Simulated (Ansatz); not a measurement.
# Ni3O2: the cost of one run

Method: DFT PBEsol, scalar-relativistic, plane waves, PAW, in Ansatz 0.2.0.

1 further run of the same task is left out (set aside as unsound or not needed).

## (1) The starting structure

Symmetry: R-3m, No. 166, trigonal system. The conventional cell has a = 5.710 Å, b = 5.710 Å, c = 5.759 Å, α = 90.00°, β = 90.00°, γ = 120.00°. Ni (site symmetry 2/m) has 2 O at 1.77 Å as nearest neighbours. O (site symmetry 3m) has 3 Ni at 1.77 Å as nearest neighbours.

As a file:

```xyz
5
Lattice="2.8548 1.6482 1.9196 -2.8548 1.6482 1.9196 0.0000 -3.2965 1.9196" Properties=species:S:1:pos:R:3 pbc="T T T"
Ni    1.4274   -2.4724    2.8794
Ni    1.4274    2.4724    2.8794
Ni   -2.8549    0.0000    2.8794
O     0.0000    0.0000    1.5963
O     0.0000    0.0000    4.1625
```

The cell was made up by rule, so the compound may not exist in this form.

It is the result of an earlier relaxation at this level (volume 10.84 Å³/atom; gap on the mesh: none (metal)).

It is a trial structure (swap of S by O in Ni3S2), so another structure or a mixture of phases may lie lower.

## (2) Field gradients

Input file input.yaml:

```yaml
crystal:
  lattice:
    - [2.8548497698, 1.648248283, 1.919600678]
    - [-2.8548497698, 1.648248283, 1.919600678]
    - [0.0, -3.2964965662, 1.9196006779]
  atoms:
    - { symbol: Ni, position: [0.5, -1.4191e-06, 1.0000014191] }
    - { symbol: Ni, position: [1.0000014191, 0.5, -1.4191e-06] }
    - { symbol: Ni, position: [-1.4191e-06, 1.0000014191, 0.5] }
    - { symbol: O, position: [0.2771997102, 0.2771997102, 0.2771997102] }
    - { symbol: O, position: [0.7228002898, 0.7228002898, 0.7228002898] }
basis:
  ecutwfc: 420
kpoints:
  mp_grid: { grid: [12, 12, 12] }
hamiltonian:
  xc: pbesol
scf:
  occupations: { method: fermi_dirac, width: 0.15 }
output:
  forces: true
  stress: true
  eigenvalues: true
  efg: {}
checkpoint:
  read: start.run
  write: ck
  compress: false
  write_wavefunctions: false
  write_every: 100000
```

The run is started by

```sh
$ ansatz run input.yaml --threads 2 --pin off --max-ram 6144MiB --backend cpu --events-out ev --progress --plain --runs-dir out
```

**Question.** How long does this run take on 2 threads of Arm Neoverse V2, shared host, and how much memory does it need?

About 8.8 s, with a peak of 0.58 GiB.
